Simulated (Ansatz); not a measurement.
**ZrCl+ (triplet): wave-function methods side by side, def2-TZVPP**

One table from this session's results is given with a row withheld; the runs are named, their logs left out.

Method: def2-TZVPP, core rule «outside noble gas», up to 9 orbitals frozen; program: Ansatz 0.2.0, Gaussian basis.

To be run: UHF; ROHF; CCSD(T) on UHF.

2 further runs of the same task are left out: 2 set aside as unsound or not needed.

## The geometry

The geometry is a PBE0/def2-TZVP stationary point (not a proven minimum). No spin-orbit coupling is included. Elements past krypton take def2 core potentials.

2 atoms, charge 1, spin multiplicity 3.

Atoms are counted from 1 here; the program's logs count them from 0.

Bond lengths: Zr1–Cl2 2.227 Å.

The first run:

The input, in.yaml:

```yaml
crystal:
  periodic: [false, false, false]
  atoms:
    - {symbol: Zr, position_ang: [0.000000, 0.000000, 0.000000]}
    - {symbol: Cl, position_ang: [0.000000, 0.000000, 2.227000]}
basis:
  gaussian: {orbitals: def2-TZVPP}
total_charge: 1
magnetization: {spin_polarized: true, initial_magnetization: 2}
hamiltonian: {xc: hf}
output: {orbitals: {seedname: orbitals}}
```

Command:

```console
$ ansatz run in.yaml --threads 1 --pin off --events-out ev --progress --plain --max-ram 3968MiB --backend cpu
```

Steps of the session up to this table: UHF; ROHF; CCSD(T) on UHF.

One of the session's tables, all rows but one given; the rest of the session is left out.

```
  method  from UCCSD(T) (kcal/mol)
    ROHF                         ?
     UHF                   +162.48
    UMP2                    +18.96
   UCCSD                     +7.98
UCCSD(T)                         0
```

Estimate the missing values for ROHF.

**Answer.** from UCCSD(T) (kcal/mol): +165.42. In the column «from UCCSD(T) (kcal/mol)» it is the highest.
